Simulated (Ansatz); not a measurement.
# Al: a tetragonal deformation path

Aim: for Al, look for other minima along a tetragonal path.

Computed with Ansatz 0.2.0 (DFT PBEsol, scalar-relativistic, plane waves, PAW, unless a step's input says otherwise).

### Step 1. The starting structure

Symmetry: Im-3m, No. 229, cubic system. The conventional cell has a = 3.182 Å, b = 3.182 Å, c = 3.182 Å, α = 90.00°, β = 90.00°, γ = 90.00°. Al (site symmetry m-3m) is surrounded by 8 Al at 2.76 Å.

Structure file:

```
CELL_PARAMETERS angstrom
-1.59122 1.59122 1.59122
1.59122 -1.59122 1.59122
1.59122 1.59122 -1.59122
ATOMIC_POSITIONS crystal
Al 0.00000 0.00000 0.00000
```

It goes back to an entry of the Materials Project, which need not be the stable form.

No relaxation comes first: the listed cell is the starting point.

### Step 2. Zero of energy

Reference values: F = -524.4497 eV; pressure 2.21 GPa; largest force 0.000 eV/Å; gap on the mesh none (metal). It was computed beforehand with the settings of the runs below.

### Step 3. Setting up a tetragonal deformation path

At fixed volume and fractional coordinates, lengths along (0.000, 0.000, 1.000) are scaled against those across it; ρ is that ratio over its starting value.

### Step 4. Point ρ = 0.707

File input.yaml:

```yaml
crystal:
  lattice:
    - [-1.7861725054, 1.7861725054, 1.2628239613]
    - [1.7861725054, -1.7861725054, 1.2628239613]
    - [1.7861725054, 1.7861725054, -1.2628239613]
  atoms:
    - { symbol: Al, position: [0.0, 0.0, 0.0] }
basis:
  ecutwfc: 420
kpoints:
  mp_grid: { grid: [24, 24, 24] }
hamiltonian:
  xc: pbesol
scf:
  occupations: { method: gaussian, width: 0.15 }
output:
  forces: true
  stress: true
  eigenvalues: true
```

Launch:

```
$ ansatz run input.yaml --threads 1 --pin off --max-ram 2560MiB --backend cpu --events-out ev --progress --plain --runs-dir out
```

Further runs follow: point ρ = 1.414; At ρ = 0.850; At ρ = 1.200; At ρ = 0.780; At ρ = 1.300; At ρ = 0.920; ρ = 1.100; At ρ = 0.650; ρ = 1.500; ρ = 0.960; point ρ = 1.050.

Q: Predict the outcome of this session. Wanted: highest point.

As calculated:

```
     quantity                        value
highest point  200.3 meV/atom at ρ = 0.650
```

The undisturbed cell is not the lowest point: the energy is 99.6 meV/atom lower at ρ = 1.414; the cell was taken as given and not relaxed at this level. Further dips among the sampled points: ρ = 0.850 (-18.0 meV/atom); whether they survive relaxation was not tested. At ρ = 1.414 the cell takes another symmetry, Fm-3m, -99.6 meV/atom from the start at this fixed volume.
